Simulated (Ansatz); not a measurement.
# C₄H₈Si: single points with varied inputs

Aim: run C₄H₈Si under a spread of inputs, and see what each costs and gives.

The runs use Ansatz 0.2.0, Gaussian basis; the settings change from run to run.

## 1. The geometry

The structure was relaxed beforehand with PBE0-D4 in a triple-zeta def2 set.

SMILES `C=CC1C[SiH2]1`, 13 atoms, charge 0, spin multiplicity 1.

Atoms are counted from 1 here; the program's logs count them from 0.

Bond lengths: C1–C2 1.330 Å, C1–H6 1.083 Å, C1–H7 1.084 Å, C2–C3 1.470 Å, C2–H8 1.088 Å, C3–C4 1.534 Å, C3–Si5 1.871 Å, C3–H9 1.088 Å, C4–Si5 1.846 Å, C4–H10 1.084 Å, C4–H11 1.085 Å, Si5–H12 1.479 Å, Si5–H13 1.476 Å. Angles: C2–C1–H6 120.8°, C2–C1–H7 122.5°, H6–C1–H7 116.7°, C1–C2–C3 127.2°, C1–C2–H8 118.3°, C3–C2–H8 114.5°, C2–C3–C4 120.9°, C2–C3–Si5 119.3°, C2–C3–H9 114.1°, C4–C3–Si5 64.8°, C4–C3–H9 114.6°, Si5–C3–H9 114.5°, C3–C4–Si5 66.5°, C3–C4–H10 116.7°, C3–C4–H11 115.5°, Si5–C4–H10 119.3°, Si5–C4–H11 118.7°, H10–C4–H11 112.6° and more.

## 2. LC-wPBE/6-31G*

Set apart from the defaults: multiplicity 3, a point charge of 1.00 e beside it.

File in.yaml:

```yaml
crystal:
  periodic: [false, false, false]
  atoms:
    - {symbol: C, position_ang: [-1.671742, 0.966225, -0.532924]}
    - {symbol: C, position_ang: [-1.315455, -0.115356, 0.154855]}
    - {symbol: C, position_ang: [-0.017598, -0.804114, 0.118094]}
    - {symbol: C, position_ang: [1.120151, -0.293677, -0.775590]}
    - {symbol: Si, position_ang: [1.439335, -0.061740, 1.027592]}
    - {symbol: H, position_ang: [-2.651456, 1.408421, -0.401981]}
    - {symbol: H, position_ang: [-1.011530, 1.447140, -1.245827]}
    - {symbol: H, position_ang: [-2.033620, -0.544302, 0.850690]}
    - {symbol: H, position_ang: [-0.088250, -1.887223, 0.187921]}
    - {symbol: H, position_ang: [0.903532, 0.571692, -1.392312]}
    - {symbol: H, position_ang: [1.674144, -1.058548, -1.309392]}
    - {symbol: H, position_ang: [2.413221, -0.940259, 1.711301]}
    - {symbol: H, position_ang: [1.259670, 1.276941, 1.622473]}
basis:
  gaussian: {orbitals: "6-31G*", point_charges: [{charge: 1.00, position_ang: [6.585, 0.960, 0.472]}]}
magnetization: {spin_polarized: true, initial_magnetization: 2}
hamiltonian: {xc: {name: LC-wPBE}}
```

The run is started by

```sh
ansatz run in.yaml --threads 4 --pin off --events-out ev --progress --plain --max-ram 10444MiB
```

The program printed:

```text
Functional definition: LC-wPBE
  name "LC-wPBE"
  cite "Vydrov & Scuseria, J. Chem. Phys. 125, 234109 (2006) doi:10.1063/1.2409292"
  cite "Heyd & Scuseria, J. Chem. Phys. 120, 7274 (2004) doi:10.1063/1.1668634"
  cite "Ernzerhof & Perdew, J. Chem. Phys. 109, 3313 (1998) doi:10.1063/1.476928"
  cite "Perdew, Burke & Ernzerhof, Phys. Rev. Lett. 77, 3865 (1996) doi:10.1103/PhysRevLett.77.3865"
  parent pbe
  parameter omega = 0.4/bohr
  exchange = pbe_x_sr(omega) + exact_x_lr(omega)
  correlation = pbe_c
1218 factors; their error is unknown
397 factors; integrals over basis functions are off by at most 1.3e-5 eV
mean field evaluation 1: about -12140.7024 eV, gradient 2.4e1 eV
mean field evaluation 2: about -12141.8870 eV, gradient 2.0e1 eV
mean field evaluation 4: about -12144.0646 eV, gradient 2.4e0 eV
mean field evaluation 8: about -12144.3013 eV, gradient 8.5e-1 eV
mean field evaluation 16: about -12144.3378 eV, gradient 1.8e-2 eV
mean field -12144.33776304 eV, -446.2961810638 hartree, gradient 3.1e-5 eV, S^2 2.019139; 0 other end points of the search recorded, 0 dependent functions left out
reference -12144.33776304 eV, -446.2961810641 hartree; 24, 22 occupied and 71, 73 virtual orbitals, 1218 factors
Total energy: -12144.33776304 eV, -446.2961810641 hartree
```

Wall time 2.3 s (4 threads of Arm Neoverse V1, shared host).

⟨S²⟩ 2.019.

## 3. PBEsol/6-31++G**

Set apart from the defaults: multiplicity 3, the search for lower states set to off.

in.yaml, as its differences from that of step 2:

```diff
@@ -17,4 +17,6 @@
 basis:
-  gaussian: {orbitals: "6-31G*", point_charges: [{charge: 1.00, position_ang: [6.585, 0.960, 0.472]}]}
+  gaussian: {orbitals: "6-31++G**"}
 magnetization: {spin_polarized: true, initial_magnetization: 2}
-hamiltonian: {xc: {name: LC-wPBE}}
+hamiltonian: {xc: {name: PBEsol}}
+scf: {lower_state_search: off}
+output: {forces: true}
```

Same command.

The program printed (excerpt; [...] marks lines left out):

```text
Functional definition: PBEsol
  name "PBEsol"
  cite "Perdew et al., Phys. Rev. Lett. 100, 136406 (2008) doi:10.1103/PhysRevLett.100.136406"
  cite "Perdew, Burke & Ernzerhof, Phys. Rev. Lett. 77, 3865 (1996) doi:10.1103/PhysRevLett.77.3865"
  parent pbesol
[...]
1497 factors; their error is unknown
[...]
mean field -12106.82718587 eV, -444.9176927786 hartree, gradient 8.5e-6 eV, S^2 2.003726; 0 other end points of the search recorded, 0 dependent functions left out
[...]
reference -12106.82727816 eV, -444.9176961701 hartree; 24, 22 occupied and 123, 125 virtual orbitals, 1497 factors
Total energy: -12106.82727816 eV, -444.9176961701 hartree
Atom 0 at    -1.671742     0.966225    -0.532924 Å, force    -1.174533     4.743833    -2.619321 eV/Å
Atom 1 at    -1.315455    -0.115356     0.154855 Å, force     2.798203    -5.878532     2.942954 eV/Å
[...]
Atom 5 at    -2.651456     1.408421    -0.401981 Å, force    -0.371614     0.235787    -0.045868 eV/Å
Atom 6 at    -1.011530     1.447140    -1.245827 Å, force     0.182045     0.232674    -0.379362 eV/Å
Atom 7 at    -2.033620    -0.544302     0.850690 Å, force    -0.188237    -0.245032     0.267523 eV/Å
Atom 8 at    -0.088250    -1.887223     0.187921 Å, force     0.222196    -0.444809     0.608493 eV/Å
Atom 9 at     0.903532     0.571692    -1.392312 Å, force    -0.088332     0.528443    -0.099412 eV/Å
Atom 10 at     1.674144    -1.058548    -1.309392 Å, force     0.346596    -0.397903    -0.027977 eV/Å
Atom 11 at     2.413221    -0.940259     1.711301 Å, force     0.265885    -0.157428     0.018910 eV/Å
Atom 12 at     1.259670     1.276941     1.622473 Å, force    -0.055056     0.252062    -0.001020 eV/Å
Dipole moment:    -0.109587    -0.167776    -0.129314 e Å
Checks for a lower state left out: stability, starts, cluster_reference, orbital_swaps, neighbouring_geometries, increment
```

Run time: 2.2 s. Hardware: 4 threads of Arm Neoverse V1, shared host.

Largest force 7.145 eV/Å, dipole 1.15 D, ⟨S²⟩ 2.004.

## 4. BHLYP/STO-3G

Options: unrestricted orbitals.

in.yaml, as its differences from that of step 3:

```diff
@@ -17,6 +17,4 @@
 basis:
-  gaussian: {orbitals: "6-31++G**"}
-magnetization: {spin_polarized: true, initial_magnetization: 2}
-hamiltonian: {xc: {name: PBEsol}}
-scf: {lower_state_search: off}
-output: {forces: true}
+  gaussian: {orbitals: STO-3G}
+magnetization: {spin_polarized: true, initial_magnetization: 0}
+hamiltonian: {xc: {name: BHLYP}}
```

The command is unchanged.

The program printed:

```text
Functional definition: BHLYP
  name "BHLYP"
  cite "Becke, J. Chem. Phys. 98, 1372 (1993) doi:10.1063/1.464304"
  cite "Becke, Phys. Rev. A 38, 3098 (1988) doi:10.1103/PhysRevA.38.3098"
  cite "Lee, Yang & Parr, Phys. Rev. B 37, 785 (1988) doi:10.1103/PhysRevB.37.785"
  parameter a = 0.5
  exchange = (1 - a)*b88_x + a*exact_x
  correlation = lyp_c
484 factors; integrals over basis functions are off by at most 3.8e-5 eV
mean field evaluation 1: about -12007.9146 eV, gradient 9.8e0 eV
mean field evaluation 2: about -12008.4799 eV, gradient 6.2e0 eV
mean field evaluation 4: about -12008.7259 eV, gradient 6.3e-1 eV
mean field evaluation 8: about -12008.7365 eV, gradient 8.3e-3 eV
mean field evaluation 16: about -12008.4253 eV, gradient 2.0e0 eV
mean field -12008.73652881 eV, -441.3129276197 hartree, gradient 9.9e-6 eV, S^2 0.000000; 1 other end points of the search recorded, 0 dependent functions left out
reference -12008.73666785 eV, -441.3129327294 hartree; 23, 23 occupied and 14, 14 virtual orbitals, 484 factors
Total energy: -12008.73666785 eV, -441.3129327294 hartree
```

Wall time 0.8 s (4 threads of Arm Neoverse V1, shared host).

⟨S²⟩ 0.000.

## 5. RPA/ANO-RCC-VTZP

Options: a grid of angular degree 23, high accuracy.

in.yaml, as its differences from that of step 4:

```diff
@@ -17,4 +17,5 @@
 basis:
-  gaussian: {orbitals: STO-3G}
-magnetization: {spin_polarized: true, initial_magnetization: 0}
-hamiltonian: {xc: {name: BHLYP}}
+  gaussian: {orbitals: ANO-RCC-VTZP, final_grid: {core_spheres: 8, valence_spheres: 7, degree: 23}}
+hamiltonian: {xc: {name: HF}}
+correlation: {method: rpa}
+accuracy: high
```

The command is unchanged.

The program printed:

```text
Functional definition: HF
  name "HF"
  cite "Fock, Z. Phys. 61, 126 (1930) doi:10.1007/BF01340294"
  parent pbe
  exchange = exact_x
  correlation = 0
5063 factors; integrals over basis functions are off by at most 3.4e-9 eV
mean field evaluation 1: about -12124.2425 eV, gradient 3.9e1 eV
mean field evaluation 2: about -12124.3741 eV, gradient 3.9e1 eV
mean field evaluation 4: about -12128.7924 eV, gradient 4.6e0 eV
mean field evaluation 8: about -12128.8725 eV, gradient 8.2e-2 eV
mean field -12128.87260564 eV, -445.7278470122 hartree, gradient 2.9e-8 eV, S^2 0.000000; 0 other end points of the search recorded, 0 dependent functions left out
9 core orbitals not correlated: weight in the atoms' cores, before any rotation towards them, 1.000 or more for the frozen orbitals, at most 0.000 for the correlated occupied ones
reference -12128.87260564 eV, -445.7278470122 hartree; 14, 14 occupied and 243, 243 virtual orbitals, 5063 factors
Total energy: -12155.26206532 eV, -446.6976417680 hartree
Relativity: scalar
```

Wall time 100 s (4 threads of Arm Neoverse V1, shared host); peak memory 2.8 GiB.

## 6. RPBE/def2-mTZVPP

This run has a grid of angular degree 47.

in.yaml, as its differences from that of step 5:

```diff
@@ -17,5 +17,4 @@
 basis:
-  gaussian: {orbitals: ANO-RCC-VTZP, final_grid: {core_spheres: 8, valence_spheres: 7, degree: 23}}
-hamiltonian: {xc: {name: HF}}
-correlation: {method: rpa}
-accuracy: high
+  gaussian: {orbitals: def2-mTZVPP, final_grid: {core_spheres: 20, valence_spheres: 16, degree: 47}}
+hamiltonian: {xc: {name: RPBE}}
+output: {forces: true}
```

Same command.

The program printed (excerpt; [...] marks lines left out):

```text
Functional definition: RPBE
  name "RPBE"
  cite "Hammer, Hansen & Nørskov, Phys. Rev. B 59, 7413 (1999) doi:10.1103/PhysRevB.59.7413"
  cite "Perdew, Burke & Ernzerhof, Phys. Rev. Lett. 77, 3865 (1996) doi:10.1103/PhysRevLett.77.3865"
[...]
1444 factors; their error is unknown
[...]
mean field -12155.36810175 eV, -446.7015385351 hartree, gradient 3.3e-5 eV, S^2 0.000000; 0 other end points of the search recorded, 0 dependent functions left out
[...]
reference -12155.36814466 eV, -446.7015401117 hartree; 23, 23 occupied and 120, 120 virtual orbitals, 1444 factors
Total energy: -12155.36814466 eV, -446.7015401117 hartree
Atom 0 at    -1.671742     0.966225    -0.532924 Å, force    -0.229916     0.542310    -0.341949 eV/Å
Atom 1 at    -1.315455    -0.115356     0.154855 Å, force    -0.008148    -0.427029     0.333966 eV/Å
[...]
Atom 3 at     1.120151    -0.293677    -0.775590 Å, force     0.107097    -0.004595    -0.378311 eV/Å
Atom 4 at     1.439335    -0.061740     1.027592 Å, force     0.430545     0.198934     0.596870 eV/Å
Atom 5 at    -2.651456     1.408421    -0.401981 Å, force    -0.271584     0.146572     0.012353 eV/Å
Atom 6 at    -1.011530     1.447140    -1.245827 Å, force     0.120682     0.166597    -0.197913 eV/Å
Atom 7 at    -2.033620    -0.544302     0.850690 Å, force    -0.198805    -0.134065     0.200369 eV/Å
Atom 8 at    -0.088250    -1.887223     0.187921 Å, force    -0.016642    -0.319739     0.042583 eV/Å
Atom 9 at     0.903532     0.571692    -1.392312 Å, force    -0.007431     0.226695    -0.182488 eV/Å
Atom 10 at     1.674144    -1.058548    -1.309392 Å, force     0.177650    -0.203054    -0.164419 eV/Å
Atom 11 at     2.413221    -0.940259     1.711301 Å, force     0.140811    -0.121433     0.097170 eV/Å
Atom 12 at     1.259670     1.276941     1.622473 Å, force    -0.020092     0.179518     0.084782 eV/Å
Dipole moment:     0.105866    -0.096883     0.041294 e Å
```

It took 2.6 s on 4 threads of Arm Neoverse V1, shared host.

Largest force 0.762 eV/Å, dipole 0.72 D.

## 7. BHLYP/def2-mTZVP

Options: D3(BJ) dispersion.

in.yaml, as its differences from that of step 6:

```diff
@@ -17,4 +17,4 @@
 basis:
-  gaussian: {orbitals: def2-mTZVPP, final_grid: {core_spheres: 20, valence_spheres: 16, degree: 47}}
-hamiltonian: {xc: {name: RPBE}}
+  gaussian: {orbitals: def2-mTZVP}
+hamiltonian: {xc: {name: BHLYP}, dispersion: d3bj}
 output: {forces: true}
```

The command is unchanged.

The program printed (excerpt; [...] marks lines left out):

```text
Functional definition: BHLYP
  name "BHLYP"
  cite "Becke, J. Chem. Phys. 98, 1372 (1993) doi:10.1063/1.464304"
  cite "Becke, Phys. Rev. A 38, 3098 (1988) doi:10.1103/PhysRevA.38.3098"
  cite "Lee, Yang & Parr, Phys. Rev. B 37, 785 (1988) doi:10.1103/PhysRevB.37.785"
[...]
1175 factors; integrals over basis functions are off by at most 1.1e-3 eV
[...]
mean field -12152.55840779 eV, -446.5982841863 hartree, gradient 2.6e-5 eV, S^2 0.000000; 0 other end points of the search recorded, 0 dependent functions left out
[...]
reference -12152.55860747 eV, -446.5982915245 hartree; 23, 23 occupied and 99, 99 virtual orbitals, 1175 factors
Total energy: -12152.97025036 eV, -446.6134191215 hartree
Atom 0 at    -1.671742     0.966225    -0.532924 Å, force     0.052442    -0.198245     0.133293 eV/Å
Atom 1 at    -1.315455    -0.115356     0.154855 Å, force    -0.320611     0.271228    -0.148179 eV/Å
[...]
Atom 3 at     1.120151    -0.293677    -0.775590 Å, force     0.079385     0.044264    -0.216263 eV/Å
Atom 4 at     1.439335    -0.061740     1.027592 Å, force     0.073673     0.054101     0.137864 eV/Å
Atom 5 at    -2.651456     1.408421    -0.401981 Å, force     0.295604    -0.113647    -0.048580 eV/Å
Atom 6 at    -1.011530     1.447140    -1.245827 Å, force    -0.236229    -0.142324     0.220824 eV/Å
Atom 7 at    -2.033620    -0.544302     0.850690 Å, force     0.212226     0.140421    -0.209325 eV/Å
Atom 8 at    -0.088250    -1.887223     0.187921 Å, force    -0.010042     0.312825    -0.078860 eV/Å
Atom 9 at     0.903532     0.571692    -1.392312 Å, force     0.072041    -0.292807     0.152422 eV/Å
Atom 10 at     1.674144    -1.058548    -1.309392 Å, force    -0.182900     0.217932     0.120055 eV/Å
Atom 11 at     2.413221    -0.940259     1.711301 Å, force    -0.160953     0.164422    -0.101462 eV/Å
Atom 12 at     1.259670     1.276941     1.622473 Å, force     0.054557    -0.237048    -0.084758 eV/Å
Dipole moment:     0.126052    -0.080739     0.085890 e Å
```

It took 1.8 s on 4 threads of Arm Neoverse V1, shared host.

Largest force 0.445 eV/Å, dipole 0.83 D.

## 8. rPW86-PBE/def2-mTZVPP

Options: density fitting with def2-universal-jkfit, D3(BJ) dispersion.

in.yaml, as its differences from that of step 7:

```diff
@@ -17,4 +17,4 @@
 basis:
-  gaussian: {orbitals: def2-mTZVP}
-hamiltonian: {xc: {name: BHLYP}, dispersion: d3bj}
+  gaussian: {orbitals: def2-mTZVPP, fitting: {mean_field: def2-universal-jkfit}}
+hamiltonian: {xc: {name: rPW86-PBE}, dispersion: d3bj}
 output: {forces: true}
```

Same command.

The program printed (excerpt; [...] marks lines left out):

```text
Functional definition: rPW86-PBE
  name "rPW86-PBE"
  cite "Murray, Lee & Langreth, J. Chem. Theory Comput. 5, 2754 (2009) doi:10.1021/ct900365q"
  cite "Perdew, Burke & Ernzerhof, Phys. Rev. Lett. 77, 3865 (1996) doi:10.1103/PhysRevLett.77.3865"
  parent pbe
[...]
572 factors; integrals over basis functions are off by at most 3.3e-1 eV
[...]
mean field -12173.99093513 eV, -447.3859150386 hartree, gradient 2.7e-5 eV, S^2 0.000000; 0 other end points of the search recorded, 0 dependent functions left out
[...]
reference -12173.99105031 eV, -447.3859192716 hartree; 23, 23 occupied and 120, 120 virtual orbitals, 572 factors
Total energy: -12174.29486898 eV, -447.3970844017 hartree
Atom 0 at    -1.671742     0.966225    -0.532924 Å, force    -0.157516     0.393346    -0.237805 eV/Å
Atom 1 at    -1.315455    -0.115356     0.154855 Å, force    -0.013040    -0.324947     0.254918 eV/Å
[...]
Atom 3 at     1.120151    -0.293677    -0.775590 Å, force     0.076834    -0.006795    -0.339327 eV/Å
Atom 4 at     1.439335    -0.061740     1.027592 Å, force     0.379113     0.186198     0.536896 eV/Å
Atom 5 at    -2.651456     1.408421    -0.401981 Å, force    -0.136858     0.087867    -0.002639 eV/Å
Atom 6 at    -1.011530     1.447140    -1.245827 Å, force     0.076162     0.092582    -0.115150 eV/Å
Atom 7 at    -2.033620    -0.544302     0.850690 Å, force    -0.101009    -0.077004     0.107711 eV/Å
Atom 8 at    -0.088250    -1.887223     0.187921 Å, force    -0.012164    -0.170676     0.027698 eV/Å
Atom 9 at     0.903532     0.571692    -1.392312 Å, force    -0.010032     0.134804    -0.108774 eV/Å
Atom 10 at     1.674144    -1.058548    -1.309392 Å, force     0.097275    -0.100053    -0.094868 eV/Å
Atom 11 at     2.413221    -0.940259     1.711301 Å, force     0.049321    -0.039781     0.030049 eV/Å
Atom 12 at     1.259670     1.276941     1.622473 Å, force    -0.015516     0.058065     0.022595 eV/Å
Dipole moment:     0.114470    -0.095517     0.051735 e Å
```

Wall time 2.9 s (4 threads of Arm Neoverse V1, shared host).

Largest force 0.683 eV/Å, dipole 0.76 D.

## 9. B3LYP5/6-31G

Set apart from the defaults: finite nuclei, relativity set to scalar, the search for lower states set to off.

in.yaml, as its differences from that of step 8:

```diff
@@ -17,4 +17,4 @@
 basis:
-  gaussian: {orbitals: def2-mTZVPP, fitting: {mean_field: def2-universal-jkfit}}
-hamiltonian: {xc: {name: rPW86-PBE}, dispersion: d3bj}
-output: {forces: true}
+  gaussian: {orbitals: 6-31G, nuclear_model: gaussian}
+hamiltonian: {xc: {name: B3LYP5}, pseudopotentials: {relativity: scalar}}
+scf: {lower_state_search: off}
```

The command is unchanged.

The program printed (excerpt; [...] marks lines left out):

```text
Functional definition: B3LYP5
  name "B3LYP5"
  cite "Stephens, Devlin, Chabalowski & Frisch, J. Phys. Chem. 98, 11623 (1994) doi:10.1021/j100096a001"
  cite "Becke, Phys. Rev. A 38, 3098 (1988) doi:10.1103/PhysRevA.38.3098"
  cite "Lee, Yang & Parr, Phys. Rev. B 37, 785 (1988) doi:10.1103/PhysRevB.37.785"
  cite "Vosko, Wilk & Nusair, Can. J. Phys. 58, 1200 (1980) doi:10.1139/p80-159"
[...]
907 factors; integrals over basis functions are off by at most 2.3e-4 eV
[...]
mean field -12164.14188734 eV, -447.0239692083 hartree, gradient 3.2e-6 eV, S^2 0.000000; 0 other end points of the search recorded, 0 dependent functions left out
reference -12164.14212017 eV, -447.0239777645 hartree; 23, 23 occupied and 42, 42 virtual orbitals, 907 factors
Total energy: -12164.14212017 eV, -447.0239777645 hartree
Relativity: scalar
Checks for a lower state left out: stability, starts, cluster_reference, orbital_swaps, neighbouring_geometries, increment
```

Wall time 0.6 s (4 threads of Arm Neoverse V1, shared host).

## 10. MP2/def2-SVPD

This run has charge +1, multiplicity 2, atoms shaken by 0.08 Å, a grid of angular degree 47.

File in.yaml:

```yaml
crystal:
  periodic: [false, false, false]
  atoms:
    - {symbol: C, position_ang: [-1.670221, 1.127924, -0.465549]}
    - {symbol: C, position_ang: [-1.279054, -0.077719, 0.064416]}
    - {symbol: C, position_ang: [-0.058760, -0.693719, 0.135775]}
    - {symbol: C, position_ang: [1.129620, -0.276218, -0.744948]}
    - {symbol: Si, position_ang: [1.460766, 0.010527, 1.157154]}
    - {symbol: H, position_ang: [-2.737562, 1.352807, -0.462012]}
    - {symbol: H, position_ang: [-1.064212, 1.423827, -1.262038]}
    - {symbol: H, position_ang: [-1.879552, -0.589793, 0.904434]}
    - {symbol: H, position_ang: [-0.148193, -1.919078, 0.366637]}
    - {symbol: H, position_ang: [0.930241, 0.506264, -1.378992]}
    - {symbol: H, position_ang: [1.561397, -0.988187, -1.338406]}
    - {symbol: H, position_ang: [2.386271, -0.962773, 1.742972]}
    - {symbol: H, position_ang: [1.253222, 1.289960, 1.746770]}
basis:
  gaussian: {orbitals: def2-SVPD, final_grid: {core_spheres: 20, valence_spheres: 16, degree: 47}}
total_charge: 1
magnetization: {spin_polarized: true, initial_magnetization: 1}
hamiltonian: {xc: {name: HF}}
correlation: {method: mp2}
```

Launched as before.

The program printed:

```text
Functional definition: HF
  name "HF"
  cite "Fock, Z. Phys. 61, 126 (1930) doi:10.1007/BF01340294"
  parent pbe
  exchange = exact_x
  correlation = 0
1670 factors; integrals over basis functions are off by at most 1.1e-3 eV
mean field evaluation 1: about -12089.2110 eV, gradient 2.9e1 eV
mean field evaluation 2: about -12089.2420 eV, gradient 2.9e1 eV
mean field evaluation 4: about -12094.6351 eV, gradient 3.3e0 eV
mean field evaluation 8: about -12094.9175 eV, gradient 2.6e-1 eV
mean field evaluation 16: about -12085.2637 eV, gradient 3.2e1 eV
mean field -12094.92037432 eV, -444.4801255249 hartree, gradient 2.8e-6 eV, S^2 0.889592; 2 other end points of the search recorded, 0 dependent functions left out
9 core orbitals not correlated: weight in the atoms' cores, before any rotation towards them, 1.000 or more for the frozen orbitals, at most 0.000 for the correlated occupied ones
reference -12094.92037432 eV, -444.4801255249 hartree; 14, 13 occupied and 145, 146 virtual orbitals, 1670 factors
second order -17.12256442 eV of doubles, -0.00000000 eV of singles
Total energy: -12112.04293874 eV, -445.1093681611 hartree
```

It took 4.6 s on 4 threads of Arm Neoverse V1, shared host.

⟨S²⟩ 0.890. The spin excess of 0.14 shows a contaminated determinant.

## 11. All runs side by side

```csv
level,charge,multiplicity,geometry,functions,energy (eV),time
LC-wPBE/6-31G*,0,3,"relaxed, point charge",95,-12144.338,2.3 s
PBEsol/6-31++G**,0,3,relaxed,147,-12106.827,2.2 s
BHLYP/STO-3G,0,1,relaxed,37,-12008.737,0.8 s
RPA/ANO-RCC-VTZP,0,1,relaxed,266,-12155.262,100 s
RPBE/def2-mTZVPP,0,1,relaxed,143,-12155.368,2.6 s
BHLYP/def2-mTZVP,0,1,relaxed,122,-12152.970,1.8 s
rPW86-PBE/def2-mTZVPP,0,1,relaxed,143,-12174.295,2.9 s
B3LYP5/6-31G,0,1,relaxed,65,-12164.142,0.6 s
MP2/def2-SVPD,1,2,shaken,168,-12112.043,4.6 s
```

## 12. Results

| quantity | value |
| --- | --- |
| runs | 9 |
| quickest | B3LYP5/6-31G, 0.6 s |
| slowest | RPA/ANO-RCC-VTZP, 100 s |
| spread of total energies, same state and geometry | 165.6 eV |
| dipole, same state and geometry | 0.72 to 0.83 D |

**Reading.** Run time spans a factor of 166, from B3LYP5/6-31G to RPA/ANO-RCC-VTZP. The jobs differ in tasks and options as well as level. The totals spread over 166 eV; they can't be compared across methods or bases. Some of these runs are scalar-relativistic and others not, which shifts the totals of all-electron atoms past neon by several eV an atom and more; core potentials, where a basis has them, take the core out of the total altogether. At the PBE0-D4/def2-TZVP geometry and in the same state, the sound runs without point charges leave forces up to 0.76 eV/Å (RPBE/def2-mTZVPP). At that geometry and state the dipole changes by 16 % between the lowest and highest value.
